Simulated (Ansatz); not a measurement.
# Ti: the cost of one run

Computed with Ansatz 0.2.0 (DFT LDA, scalar-relativistic, unless a step's input says otherwise).

## 1. The starting structure

It takes space group Fm-3m (No. 225, cubic). Conventional cell: a = 4.060 Å, b = 4.060 Å, c = 4.060 Å, α = 90.00°, β = 90.00°, γ = 90.00°. Ti (site symmetry m-3m) has 12 Ti at 2.87 Å as nearest neighbours.

As a file:

```
Ti
1.0
     0.00000    2.03000    2.03000
     2.03000    0.00000    2.03000
     2.03000    2.03000    0.00000
Ti
1
Direct
  0.00000 0.00000 0.00000
```

## 2. After the deformation

Space group Fm-3m before, I4/mmm after.

## 3. All-electron LAPW

input.yaml reads:

```yaml
crystal:
  lattice:
    - [0.0, 2.0706, 2.03]
    - [2.0706, 0.0, 2.03]
    - [2.0706, 2.0706, 0.0]
  atoms:
    - { symbol: Ti, position: [0.0, 0.0, 0.0] }
kpoints:
  mp_grid: { grid: [14, 14, 14] }
  band_path:
    path:
      - [0.0, 0.0, 0.0]
      - [0.0, 0.5, 0.5]
      - [0.25, 0.75, 0.5]
      - [0.0, 0.5, 0.0]
      - [0.0, 0.0, 0.0]
      - [0.5, 0.5, 0.0]
      - [0.38005, 0.61995, 0.0]
      - [-0.38005, 0.38005, 0.0]
      - [0.0, 0.0, 0.0]
    npoints: 5
scf:
  occupations: { method: fermi_dirac, width: 0.05 }
hamiltonian:
  xc: lda
  pseudopotentials: { kind: all_electron, lapw: { basis_error: 0.00025 } }
output:
  forces: true
  stress: true
  eigenvalues: true
```

Started as:

```bash
$ ansatz run input.yaml --threads 1 --pin off --max-ram 3072MiB --backend cpu --events-out ev --progress --plain --runs-dir out
```

Q: Estimate wall time and peak memory on 1 thread of Arm Neoverse V2, shared host.

About 11 s, with a peak of 0.36 GiB.
